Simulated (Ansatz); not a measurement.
# C2H2Ga: the cost of one run

Method: UKS PBE0-D4/def2-TZVP; program: Ansatz 0.2.0.

## Step 1: Starting geometry

5 atoms, charge 0, spin multiplicity 2.

Atoms are counted from 1 here; the program's logs count them from 0.

Bond lengths: C1–C2 1.261 Å, C2–Ga3 1.927 Å, Ga3–H4 1.575 Å, Ga3–H5 1.567 Å. Angles: C1–C2–Ga3 157.6°, C2–Ga3–H4 114.7°, C2–Ga3–H5 119.5°, H4–Ga3–H5 125.8°.

Coordinates:

```
C     1.1647   -1.2551    1.6931
C     0.3946   -0.8300    0.7901
Ga   -0.3260    0.4044   -0.5023
H    -1.5693   -0.1338   -1.3057
H     0.3360    1.8145   -0.6753
```

This geometry comes from a loose relaxation at PBE in a small basis, which is not shown.

## Step 3: The grid

First coordinate, bond length Ga3–H4: 7 values from 1.34 to 2.18 Å. Second coordinate, bond length Ga3–H5: 7 values from 1.371 to 1.948 Å.

Nothing else is relaxed (all other coordinates rigid). Energies count from the relaxed molecule at the same level.

(The set-up runs are not shown.)

## Step 4: The run at bond length Ga3–H4 = 1.34 Å, bond length Ga3–H5 = 1.371 Å

File input.yaml:

```yaml
crystal:
  periodic: [false, false, false]
  atoms:
    - { symbol: C, position_ang: [1.048166, -1.394683, 1.665521] }
    - { symbol: C, position_ang: [0.519049, -0.690568, 0.824713] }
    - { symbol: Ga, position_ang: [-0.316249, 0.420883, -0.502562] }
    - { symbol: H, position_ang: [-1.36983, -0.090643, -1.153645] }
    - { symbol: H, position_ang: [0.217526, 1.66803, -0.700933] }
magnetization:
  spin_polarized: true
  initial_magnetization: 1
basis:
  gaussian: { orbitals: def2-TZVP }
hamiltonian:
  xc: pbe0
  dispersion: d4
output:
  forces: true
```

On the command line:

```bash
$ ansatz run input.yaml --threads 1 --pin off --max-ram 2560MiB --backend cpu --events-out ev --progress --plain --runs-dir out
```

What time and memory should one allow on 1 thread of Arm Neoverse V2, shared host?

About 9.3 s, with a peak of 0.27 GiB.
